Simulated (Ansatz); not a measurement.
# H4N2Zn: the cost of one run

All numbers below are computed with Ansatz 0.2.0 (RHF/def2-SVPD).

### Step 1. Starting point

Bond lengths: N1–Zn2 1.835 Å, Zn2–N3 1.835 Å, N1–H4 1.009 Å, N1–H5 1.011 Å, N3–H6 1.011 Å, N3–H7 1.010 Å. Angles: N1–Zn2–N3 151.7°, Zn2–N1–H4 120.2°, Zn2–N1–H5 115.7°, H4–N1–H5 106.2°, Zn2–N3–H6 115.8°, Zn2–N3–H7 120.4°, H6–N3–H7 106.1°.

Structure file:

```xyz
7

N    -1.3613   -0.7160   -0.9086
Zn   -0.1137   -0.0657    0.2701
N     1.4731    0.7765    0.6421
H    -1.9999   -1.4431   -0.6225
H    -1.9213   -0.0198   -1.3820
H     2.3101    0.2362    0.4682
H     1.6130    1.2318    1.5328
```

### Step 2. End point A

Contents of input.yaml:

```yaml
crystal:
  periodic: [false, false, false]
  atoms:
    - { symbol: "N", position_ang: [-1.36129, -0.71604, -0.90861] }
    - { symbol: Zn, position_ang: [-0.11371, -0.06572, 0.27006] }
    - { symbol: "N", position_ang: [1.47311, 0.77655, 0.64215] }
    - { symbol: H, position_ang: [-1.9999, -1.44308, -0.62249] }
    - { symbol: H, position_ang: [-1.92129, -0.0198, -1.38203] }
    - { symbol: H, position_ang: [2.3101, 0.23623, 0.46815] }
    - { symbol: H, position_ang: [1.61298, 1.23185, 1.53276] }
basis:
  gaussian: { orbitals: def2-SVPD }
hamiltonian:
  xc: hf
relax:
  f_tol: 0.015
  max_steps: 40
output:
  orbitals: {}
```

On the command line:

```console
> ansatz run input.yaml --threads 2 --pin off --max-ram 3072MiB --backend cpu --events-out ev --progress --plain --runs-dir out
```

**Question.** How long does this run take on 2 threads of Arm Neoverse V1, shared host, and how much memory does it need?

About 10 s, with a peak of 0.21 GiB.
